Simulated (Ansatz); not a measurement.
**CH₄F₂MoO₃: up Jacob's ladder to CCSD(T)**

One table from this session's results is given with a row withheld; the runs are named, their logs left out.

Method: functionals in def2-TZVPP, the program's frozen cores in correlated methods; program: Ansatz 0.2.0, Gaussian basis.

Plan: LDA (SPW92), PBE-D4, revPBE-D4, BLYP-D4, r2SCAN-D4, B97M-V, PBE0-D4, B3LYP-D4, r2SCANh-D4, r2SCAN0-D4, HSE06-D4, BHLYP-D4, CAM-B3LYP-D4, LC-ωPBE, ωB97X-V, ωB97M-V, B2PLYP, PBE-QIDH; CCSD(T)/def2-SVP; MP2/def2-TZVPP; MP2/def2-QZVPP; RPA on PBE.

### Structure used throughout

An earlier PBE0-D4 in a triple-zeta def2 set relaxation fixed the geometry. Mo takes the def2 core potential; no spin-orbit term is included.

11 atoms, charge 0, spin multiplicity 1.

Atoms are counted from 1 here; the program's logs count them from 0.

Bond lengths: C1–O2 1.399 Å, C1–H8 1.094 Å, C1–H9 1.095 Å, C1–H10 1.091 Å, O2–Mo3 1.828 Å, Mo3–O4 1.654 Å, Mo3–O5 1.898 Å, Mo3–F6 1.871 Å, Mo3–F7 1.854 Å, O5–H11 0.963 Å. Angles: O2–C1–H8 110.1°, O2–C1–H9 108.6°, O2–C1–H10 108.8°, H8–C1–H9 109.5°, H8–C1–H10 109.7°, H9–C1–H10 110.1°, C1–O2–Mo3 137.0°, O2–Mo3–O4 102.5°, O2–Mo3–O5 83.7°, O2–Mo3–F6 155.2°, O2–Mo3–F7 92.5°, O4–Mo3–O5 111.3°, O4–Mo3–F6 101.6°, O4–Mo3–F7 110.8°, O5–Mo3–F6 81.7°, O5–Mo3–F7 137.6°, F6–Mo3–F7 84.8°, Mo3–O5–H11 114.6°.

Geometry (Å):

```
atom     x (Å)     y (Å)     z (Å)
  C1   0.50112  -1.77686  -0.09008
  O2  -0.39017  -0.83374   0.43356
 Mo3  -0.53281   0.98819   0.48140
  O4  -2.15552   1.21384   0.70708
  O5  -0.10407   0.86273  -1.36303
  F6   0.05724   2.74462   0.22281
  F7   0.37651   1.09758   2.09295
  H8   1.40454  -1.82227   0.52504
  H9   0.76743  -1.47774  -1.10955
 H10   0.01463  -2.75325  -0.10109
 H11   0.12642   1.69991  -1.77859
```

The first run:

Input file in.yaml:

```yaml
crystal:
  periodic: [false, false, false]
  atoms:
    - {symbol: C, position_ang: [0.501120, -1.776857, -0.090079]}
    - {symbol: O, position_ang: [-0.390170, -0.833743, 0.433560]}
    - {symbol: Mo, position_ang: [-0.532812, 0.988192, 0.481401]}
    - {symbol: O, position_ang: [-2.155524, 1.213840, 0.707076]}
    - {symbol: O, position_ang: [-0.104071, 0.862727, -1.363031]}
    - {symbol: F, position_ang: [0.057236, 2.744615, 0.222807]}
    - {symbol: F, position_ang: [0.376508, 1.097576, 2.092947]}
    - {symbol: H, position_ang: [1.404537, -1.822267, 0.525045]}
    - {symbol: H, position_ang: [0.767430, -1.477744, -1.109548]}
    - {symbol: H, position_ang: [0.014631, -2.753249, -0.101091]}
    - {symbol: H, position_ang: [0.126417, 1.699909, -1.778586]}
basis:
  gaussian: {orbitals: def2-TZVPP}
hamiltonian: {xc: lda}
output: {orbitals: {seedname: orbitals}}
```

Started as:

```console
$ ansatz run in.yaml --threads 4 --pin off --events-out ev --progress --plain --max-ram 11315MiB
```

Among the steps run: LDA; PBE-D4 (GGA); revPBE-D4 (GGA); BLYP-D4 (GGA); r2SCAN-D4 (meta-GGA); B97M-V (meta-GGA); PBE0-D4 (hybrid); B3LYP-D4 (hybrid); r2SCANh-D4 (hybrid); r2SCAN0-D4 (hybrid); HSE06-D4 (hybrid); BHLYP-D4 (hybrid); CAM-B3LYP-D4 (range-separated); LC-ωPBE (range-separated); ωB97X-V (range-separated); ωB97M-V (range-separated); B2PLYP (double hybrid); PBE-QIDH (double hybrid).

One table of the session follows, with a row left open; its other results are not shown here.

It belongs to the step «Orbital energies across the functionals». 

| functional | HOMO (eV) | LUMO (eV) | gap (eV) |
| --- | --- | --- | --- |
| LDA (SPW92) | -8.10 | -4.53 | 3.56 |
| PBE-D4 | -7.90 | -4.30 | 3.60 |
| revPBE-D4 | -7.82 | -4.21 | 3.62 |
| BLYP-D4 | -7.82 | -4.23 | 3.58 |
| r2SCAN-D4 | -8.28 | -4.36 | 3.92 |
| B97M-V | -8.38 | -4.36 | 4.02 |
| PBE0-D4 | -9.52 | -3.68 | 5.85 |
| B3LYP-D4 | -9.29 | -3.91 | 5.37 |
| r2SCANh-D4 | -8.88 | -4.11 | 4.78 |
| r2SCAN0-D4 | -9.78 | -3.71 | 6.08 |
| HSE06-D4 | -9.12 | -4.05 | 5.06 |
| BHLYP-D4 | -11.07 | -2.89 | 8.18 |
| CAM-B3LYP-D4 | -10.97 | -2.62 | 8.34 |
| LC-ωPBE | ? | ? | ? |
| ωB97X-V | -11.93 | -1.50 | 10.43 |
| ωB97M-V | -11.86 | -1.52 | 10.34 |

**Question.** Estimate the row for LC-ωPBE.

As computed: HOMO (eV): -12.25; LUMO (eV): -1.41; gap (eV): 10.84. In the column «HOMO (eV)» it is the lowest.
